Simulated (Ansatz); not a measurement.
# BBrHO: the cost of one run

Program: the Python package of Ansatz 0.2.0. The levels of theory stand in the script. These are calculated values, not measurements.

## Step 1: Starting point

Bond lengths: O1–B2 1.438 Å, B2–Br3 1.971 Å, O1–H4 1.036 Å. Angles: O1–B2–Br3 117.9°, B2–O1–H4 106.3°.

The script holds or builds the structure itself.

## Step 2: The script

basis_bbrho.py

```python
"""How the energy of BBrHO converges with the basis."""

import ansatz
from ase import Atoms

FUNCTIONAL = "B3LYP"

atoms = Atoms(["O", "B", "Br", "H"], positions=[
    (-0.1685, 0.4818, -0.8628),
    (-0.5898, -0.4241, 0.1713),
    (0.7924, -1.5055, 1.0684),
    (0.0215, 1.3874, -0.3972),
])
molecule = ansatz.Crystal.molecule_from_ase(atoms)

job = molecule.calculation().functional(FUNCTIONAL).spin("collinear", total=1)

energies = {}
for basis in ["cc-pVDZ", "cc-pVTZ"]:
    report = job.basis(gaussian=basis).run().report
    size = report["n_frozen"] + report["n_occupied"][0] + report["n_virtual"][0]
    energies[basis] = (report["reference_energy_ev"] / 27.211386246, report["free_energy_ev"] / 27.211386246)
    print(f"{basis:14s} {size:4d} orbitals  reference {energies[basis][0]:14.6f} Ha  total {energies[basis][1]:14.6f} Ha")

last = energies["cc-pVTZ"][1]
for basis, (_, total) in energies.items():
    print(f"{basis:14s} lies {27.211386 * (total - last):9.4f} eV above cc-pVTZ")
```

## Step 3: The run

Command:

```bash
python basis_bbrho.py
```

What time and memory should one allow on 1 thread of Arm Neoverse V1, shared host?

About 7.8 s, with a peak of 0.33 GiB.
